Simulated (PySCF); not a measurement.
# F3HSSi (F3Si(SH)): the cost of one run

Programs: PySCF 2.14.0, with density-fitted response routines of our own. Each step states its level of theory. These are calculated values for one molecule in the gas phase, unless marked as measured. Atoms count from 0, in the outputs and in this text.

**1. Starting geometry**

6 atoms, charge 0, multiplicity 1; geometry from: GFN2-xTB. The atoms were then displaced at random by about 0.01 Å, so the start is not that level's minimum.

Bonds of the start (Å): F0–Si1 1.57, Si1–F2 1.59, Si1–F3 1.55, Si1–S4 2.10, S4–H5 1.34.

**2. Optimising the geometry at PBE0-D3(BJ)/def2-SVP**

What the job is given:

```
{"job": {"xc": "PBE0", "basis": "def2-SVP", "d3": "d3bj", "grid": 1, "shake": 0.01, "kind": "geom"}, "charge": 0, "multiplicity": 1}
F     -1.017480     0.561910     1.233540
Si    -0.455860    -0.018370    -0.114230
F     -0.502900     1.204910    -1.127860
F     -1.486850    -1.042760    -0.638810
S      1.432940    -0.920500     0.082510
H      2.054320     0.184800     0.520200
```

Launch:

```console
> OMP_NUM_THREADS=1 python probes_run.py task.json out
```

The driver reads the jobs from task.json and runs them one after another.

**Question.** How long does this first job take on 1 thread of Arm Neoverse V2, shared host, and how much memory does it need?

About 24 s, with a peak of 0.36 GiB.
